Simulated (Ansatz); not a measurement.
# Sc2AlP3: the cost of one run

Method: DFT PBE, scalar-relativistic, plane waves, PAW, in Ansatz 0.2.0.

### Step 1. The starting structure

Symmetry: P-4m2, No. 115, tetragonal system. Conventional cell: a = 4.191 Å, b = 4.191 Å, c = 6.112 Å, α = 90.00°, β = 90.00°, γ = 90.00°. Sc (site symmetry 2mm) has 4 P at 2.16 to 2.52 Å as nearest neighbours. Al (site symmetry -4m2) has 4 Sc at 2.67 Å as nearest neighbours. P (site symmetry 2mm) has 1 P at 1.92 Å and 2 Sc at 2.16 Å as nearest neighbours. P (site symmetry -4m2) is surrounded by 2 P at 1.92 Å and 4 Sc at 2.52 Å.

Structure file:

```cif
data_structure
_symmetry_space_group_name_H-M 'P 1'
_symmetry_Int_Tables_number 1
_cell_length_a 4.1911
_cell_length_b 4.1911
_cell_length_c 6.1123
_cell_angle_alpha 90.000
_cell_angle_beta 90.000
_cell_angle_gamma 90.000
_cell_volume 107.37
loop_
_atom_site_label
_atom_site_type_symbol
_atom_site_fract_x
_atom_site_fract_y
_atom_site_fract_z
_atom_site_occupancy
Sc1 Sc 0.00000 0.50000 0.73025 1
Sc2 Sc 0.50000 0.00000 0.26975 1
Al1 Al 0.00000 0.00000 0.00000 1
P1 P 0.50000 0.50000 0.81423 1
P2 P 0.50000 0.50000 0.18577 1
P3 P 0.50000 0.50000 0.50000 1
```

The cell is invented: random cell by space group and Wyckoff sites (P-4m2, No. 115). The dimensions are guesses.

### Step 2. The guess as it stands, on a coarse mesh

Input file input.yaml:

```yaml
crystal:
  lattice:
    - [4.19111046, 0.0, 0.0]
    - [0.0, 4.19111046, 0.0]
    - [0.0, 0.0, 6.11231145]
  atoms:
    - { symbol: Sc, position: [0.0, 0.5, 0.730254] }
    - { symbol: Sc, position: [0.5, 0.0, 0.269746] }
    - { symbol: Al, position: [0.0, 0.0, 0.0] }
    - { symbol: P, position: [0.5, 0.5, 0.81422792] }
    - { symbol: P, position: [0.5, 0.5, 0.18577208] }
    - { symbol: P, position: [0.5, 0.5, 0.5] }
basis:
  ecutwfc: 420
kpoints:
  mp_grid: { grid: [4, 4, 4] }
hamiltonian:
  xc: pbe
scf:
  occupations: { method: gaussian, width: 0.1 }
  lower_state_search: "off"
output:
  forces: true
  stress: true
  eigenvalues: true
```

Launch:

```sh
$ ansatz run input.yaml --threads 1 --pin off --max-ram 2560MiB --backend cpu --events-out ev --progress --plain --runs-dir out
```

Q: Estimate wall time and peak memory on 1 thread of Intel Xeon at 2.70GHz, shared host.

About 4.4 s, with a peak of 0.36 GiB.
